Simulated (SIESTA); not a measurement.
TaAs in SIESTA: the effect of Hubbard term

The system is TaAs.

```xyz
4
Lattice="-1.7218 1.7218 5.8679 1.7218 -1.7218 5.8679 1.7218 1.7218 -5.8679" Properties=species:S:1:pos:R:3 pbc="T T T"
Ta    0.0000    0.0000    5.8676
Ta    1.7218    0.0000    2.9336
As    0.0000    0.0000    0.9698
As    0.0000    1.7218    3.9037
```

The cell is a database's computed one.

Alike in all runs:

* Program: SIESTA 5.4.2
* Task: density of states
* Functional: PBEsol
* Potentials or basis: PseudoDojo 0.4 standard (PBEsol files)
* Basis: DZP (energy shift 0.003 Ry; two zetas on semicore shells)
* Grid cutoff: 800 Ry
* Energy shift: 0.003 Ry
* k mesh: 8 × 8 × 8
* Occupations: fermi-dirac, width 0.05 eV
* Spin: no spin polarisation
* Hubbard projector method: 1
* U from the first cycle: yes
* broadening (eV): 0.2 eV
* window from (eV): -25 eV
* window to (eV): 15 eV
* energy points: 301

```csv
Hubbard term,pressure (GPa),largest force (eV/Å)
none,-1.6,0.05
Ta d U = 2 eV,-0.1,0.06
Ta d U = 4 eV,1.4,0.07
Ta d U = 6 eV,?,?
```

Problem. What does the run with Hubbard term Ta d U = 6 eV give?

Solution. Pressure 3.2 GPa; largest force 0.09 eV/Å.

Worked out: A straight line through the other rows of the pressure, of slope 0.75 GPa per eV, extrapolates to 2.9 GPa, against the run's 3.2. A straight line through the other rows of the largest force, of slope 0.005 eV/Å per eV, extrapolates to 0.08 eV/Å, against the run's 0.09.

Caveats: short orbitals over semicore shells can move pressures by several GPa; the basis of atomic orbitals isn't converged, which shifts pressures, moduli and gaps; the U is typed as a test and isn't derived for this compound (some runs); U without spin polarisation on a metal has little footing (some runs); spin-orbit coupling is left out, which moves the levels of the heavy elements (some runs).

Runs at the PBE level aren't shown here.
